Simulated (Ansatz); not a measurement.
The same path of a periodic cell of 13 atoms, Sr₄LiCl₈ (host SrCl2, host structure Fm-3m, interstitial Li), cell charge +1 was run twice with different band settings. Lost on the way: Cl2–Li13, Cl3–Sr10, Cl5–Li13, Cl6–Sr10, Cl8–Li13, Cl9–Sr10. Made: Cl2–Sr10, Cl3–Li13, Cl5–Sr10, Cl6–Li13, Cl8–Sr10, Cl9–Li13.

All numbers below come from DFT PBE, scalar-relativistic, plane waves, PAW in Ansatz 0.2.0. Settings: cutoff 420 eV, k mesh 2x2x2, fermi-dirac smearing 0.02 eV, no spin polarisation.

Relaxed end points:

```xyz
13
Lattice="6.9650 0.0000 0.0000 0.0000 6.9650 0.0000 0.0000 0.0000 6.9650" Properties=species:S:1:pos:R:3
Sr -0.004 -0.069 0.005
Cl 2.022 1.388 1.461
Cl 5.349 5.029 5.100
Sr 3.478 3.414 0.005
Cl 4.927 5.448 1.453
Cl 1.612 1.801 5.106
Sr 3.478 -0.069 3.488
Cl 4.931 1.384 5.517
Cl 1.609 5.031 1.875
Sr -0.003 3.410 3.486
Cl 2.030 5.449 5.522
Cl 5.342 1.801 1.871
Li 3.478 6.895 0.006
```

```xyz
13
Lattice="6.9650 0.0000 0.0000 0.0000 6.9650 0.0000 0.0000 0.0000 6.9650" Properties=species:S:1:pos:R:3
Sr -0.067 0.000 -0.001
Cl 1.540 1.876 1.875
Cl 4.885 5.498 5.497
Sr 3.418 3.484 -0.001
Cl 5.288 5.094 1.856
Cl 1.970 1.448 5.520
Sr 3.418 0.000 3.483
Cl 5.288 1.857 5.093
Cl 1.970 5.520 1.448
Sr -0.072 3.492 3.491
Cl 1.561 5.096 5.095
Cl 4.861 1.447 1.446
Li 3.414 6.967 0.001
```

Common settings: climbing image yes; force threshold 0.05 eV/Å; end points relaxed.

| run | movable images | spring | optimiser | start path | iteration limit |
| --- | --- | --- | --- | --- | --- |
| 1 | 5 | 5.0 eV/Å² | lbfgs | IDPP | 80 |
| 2 | 3 | 0.1 eV/Å² | fire | default | 50 |

What does each run give, and how far can it be trusted?

Run 1: converged after 25 iterations, highest image 0.175 eV above the first end. By the program's own check the climbing image is a first-order saddle point (lowest curvatures found: -0.29 and 0.40 eV/Å²).
Run 2: converged after 6 iterations, highest image 0.228 eV above the first end. The order of the point at the top wasn't checked.
Limits of this set-up: a small cell, in which the defect meets its images, a typed lattice constant that wasn't relaxed here, charged cell in a uniform background, uncorrected.
